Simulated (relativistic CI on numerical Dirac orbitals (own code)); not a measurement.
# Fe²¹⁺: one ion under different settings

Aim: see what numerical and physical settings do to the SCF, the total energy and the lowest levels of Fe²¹⁺.

The numbers are computed with relativistic CI on numerical Dirac orbitals (own code) version 3 (Dirac-Coulomb-Breit CI, KLI orbitals optimised for each configuration, model QED (radiative potential, 1s self-energy scaled to tabulated hydrogen-like ionisation energies), numerical settings as typed), except any that are marked as measured or tabulated.

### 1 The atom as given

```
ion            : Fe²¹⁺ (Fe XXII)
nuclear charge : 26
electrons      : 5
isotope        : A = 56
```

### 2 The usual input

The run's settings:

```ini
atom Fe  Z=26  charge=21  electrons=5
nucleus A=56  rms_radius_fm=3.7377
hamiltonian dirac-coulomb  breit=on  qed=on  c_scale=1
orbitals kli  potential=per-configuration
slater_scale 1
correlation none
mixing on
grid step=0.0125 r_max=5.1
scf mixing=0.4 start=green max_iterations=150 tolerance=2e-08 node_fill=0.05
configurations
  [He] 2s2 2p
end
```

On the command line:

```
$ python run_levels.py task.json out
```

The settings of every run stand in task.json; they run in order.

### 3 Slater scale 0.5, potential mixing 0.9

The run's settings:

```ini
atom Fe  Z=26  charge=21  electrons=5
nucleus A=56  rms_radius_fm=3.7377
hamiltonian dirac-coulomb  breit=on  qed=on  c_scale=1
orbitals kli  potential=per-configuration
slater_scale 0.5
correlation none
mixing on
grid step=0.0125 r_max=5.1
scf mixing=0.9 start=green max_iterations=150 tolerance=2e-08 node_fill=0.05
configurations
  [He] 2s2 2p
end
```

### 4 Iteration limit 20

The run's settings:

```ini
atom Fe  Z=26  charge=21  electrons=5
nucleus A=56  rms_radius_fm=3.7377
hamiltonian dirac-coulomb  breit=on  qed=on  c_scale=1
orbitals kli  potential=per-configuration
slater_scale 1
correlation none
mixing on
grid step=0.0125 r_max=5.1
scf mixing=0.4 start=green max_iterations=20 tolerance=2e-08 node_fill=0.05
configurations
  [He] 2s2 2p
end
```

### 5 Nuclear radius 4.1115, speed-of-light factor 2, QED terms off

The run's settings:

```ini
atom Fe  Z=26  charge=21  electrons=5
nucleus A=56  rms_radius_fm=4.1115
hamiltonian dirac-coulomb  breit=on  qed=off  c_scale=2
orbitals kli  potential=per-configuration
slater_scale 1
correlation none
mixing on
grid step=0.0125 r_max=5.1
scf mixing=0.4 start=green max_iterations=150 tolerance=2e-08 node_fill=0.05
configurations
  [He] 2s2 2p
end
```

### 6 Tolerance 1e-06

The run's settings:

```ini
atom Fe  Z=26  charge=21  electrons=5
nucleus A=56  rms_radius_fm=3.7377
hamiltonian dirac-coulomb  breit=on  qed=on  c_scale=1
orbitals kli  potential=per-configuration
slater_scale 1
correlation none
mixing on
grid step=0.0125 r_max=5.1
scf mixing=0.4 start=green max_iterations=150 tolerance=1e-06 node_fill=0.05
configurations
  [He] 2s2 2p
end
```

### 7 Nuclear radius 37.377

The run's settings:

```ini
atom Fe  Z=26  charge=21  electrons=5
nucleus A=56  rms_radius_fm=37.3770
hamiltonian dirac-coulomb  breit=on  qed=on  c_scale=1
orbitals kli  potential=per-configuration
slater_scale 1
correlation none
mixing on
grid step=0.0125 r_max=5.1
scf mixing=0.4 start=green max_iterations=95 tolerance=2e-08 node_fill=0.05
configurations
  [He] 2s2 2p
end
```

(Steps that only read results are left out.)

What does the calculation give? Wanted: lowest level, usual settings; total energy; first excitation.

The runs gave:

| setting | total energy less usual (Ha) | largest shift of a level among the lowest eight of both runs, same label and place (cm⁻¹) | SCF iterations | time | lowest level | kind of change |
| --- | --- | --- | --- | --- | --- | --- |
| usual | 0 | 0 | 9 | 0.048 s | 2p 2P°1/2 | - |
| Slater scale 0.5, potential mixing 0.9 | 0 | 0 | 6 | 0.047 s | 2p 2P°1/2 | model term |
| iteration limit 20 | 0 | 0 | 9 | 0.048 s | 2p 2P°1/2 | numerical |
| nuclear radius 4.1115, speed-of-light factor 2, QED terms off | 5.63 | 91200 | 9 | 0.015 s | 2p 2P°1/2 | unphysical constant |
| tolerance 1e-06 | 0 | 0 | 7 | 0.047 s | 2p 2P°1/2 | numerical |
| nuclear radius 37.377 | 0.365 | 14.1 | 9 | 0.049 s | 2p 2P°1/2 | unsound |

| quantity | value |
| --- | --- |
| lowest level, usual settings | 2p 2P°1/2 |
| total energy | -878.0912 Ha |
| first excitation | 120989 cm⁻¹ |

In words: Among the runs whose levels can be followed, they move most under «nuclear radius 4.1115, speed-of-light factor 2, QED terms off» (unphysical constant), by up to 91200 cm⁻¹. No visible change in the result comes from «Slater scale 0.5, potential mixing 0.9» or «iteration limit 20» or «tolerance 1e-06». Only the listed configurations are in the model.
